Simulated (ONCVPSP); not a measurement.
**Pseudopotential generation for selenium: ONCV, PBE**

Aim: build the potential from the settings below, then test how well it stands in for the atom: other configurations, scattering, ghost states and the plane-wave cutoff that it needs.

Program: ONCVPSP 4.0.1.1 (patched build). Reference atom: PBE, scalar-relativistic, spherical and spin-unpolarised. All values are calculated.

15 further runs of the same task are left out: 4 that didn't finish, 11 set aside as unsound or not needed.

## Step 1: The design

The settings as typed:

| Property | Result |
| --- | --- |
| element | selenium (Se, Z = 34) |
| type | optimised norm-conserving Vanderbilt (ONCV) |
| frozen core | [Ar] 3d10 |
| valence charge | 6 |
| reference configuration | 4s2 4p2 (charge +2) |
| partial waves | 4s: rc 1.55 bohr, ncon 4, nbas 7, qcut 4.1 1/bohr, 2 projectors, debl 3.1 Ha; 4p: rc 1.40 bohr, ncon 3, nbas 8, qcut 5.3 1/bohr, local; d scattering state at 0.34 Ha: rc 1.40 bohr, ncon 3, nbas 6, qcut 8.2 1/bohr, 2 projectors, debl 2.8 Ha |
| local potential | the p channel |
| core correction | polynomial model core, fcfact 0.35 |

## Step 2: Generating the potential

File Se.dat:

```
# ATOM AND REFERENCE CONFIGURATION
# atsym  z   nc   nv     iexc    psfile
  Se 34.00    6    2        4      upf
#
#   n    l    f
    1    0    2.00
    2    0    2.00
    2    1    6.00
    3    0    2.00
    3    1    6.00
    3    2   10.00
    4    0    2.00
    4    1    2.00
#
# PSEUDOPOTENTIAL AND OPTIMIZATION
# lmax
    2
#
#   l,   rc,      ep,       ncon, nbas, qcut
    0    1.55    0.00    4    7    4.10
    1    1.40    0.00    3    8    5.30
    2    1.40    0.34    3    6    8.20
#
# LOCAL POTENTIAL
# lloc, lpopt,  rc(5),   dvloc0
    1    5    1.40    0.00
#
# VANDERBILT-KLEINMAN-BYLANDER PROJECTORs
# l, nproj, debl
    0    2    3.10
    1    0    1.30
    2    2    2.80
#
# MODEL CORE CHARGE
# icmod, fcfact, rcfact
    1    0.35    0.00
#
# LOG DERIVATIVE ANALYSIS
# epsh1, epsh2, depsh
   -3.00    5.00    0.02
#
# OUTPUT GRID
# rlmax, drl
    6.00    0.01
#
# TEST CONFIGURATIONS
# ncnf
    4
# nvcnf
#   n    l    f
    2
    4    0    2.00
    4    1    4.00
#
    2
    4    0    2.00
    4    1    3.00
#
    2
    4    0    2.00
    4    1    1.00
#
    2
    4    0    0.00
    4    1    6.00
#
```

The run is started by

```console
oncvpsp.x < Se.dat > Se.out
```

Q: Predict the outcome of this session. Wanted: cutoffs for 1 and 0.1 mHa per electron, occupied waves; bound ghosts; GHOST(+) flags; largest test error; largest phase difference near zero energy, channels read; rms error of d²Exc/dn², without and with the model core.

As calculated:

| quantity | value |
| --- | --- |
| cutoffs for 1 and 0.1 mHa per electron, occupied waves | 33 Ha and 47 Ha |
| bound ghosts | d at -90.01 eV, d at -7.14 eV |
| GHOST(+) flags | none at low energy |
| largest test error (AE − PS) | -14 meV, for 4s2 4p1 |
| largest phase difference near zero energy, channels read | 3.141 rad |
| rms error of d²Exc/dn², without and with the model core | 7.37 and 0.61 mHa |

What this shows: A bound ghost (d) makes it unfit for use: electrons can fall into a state that the atom doesn't have. The worst unpolarised test, 4s2 4p1, is off by 14 meV on 30.9 eV; by total energies transferability rates as good. Atomic tests can pass in spite of a ghost, since they solve only for the levels asked. The potential is of middling hardness: the looser tolerance needs 33 Ha. At the looser tolerance the 4s wave is the slowest; 4p needs 11 Ha. Near zero energy the largest phase difference among the channels read is 3.14 rad, in the d channel. A step near π is an extra or missing state, not a misfit of shape. The pseudo curves have a pole with no partner nearby in the atom's: d at -0.26 Ha.
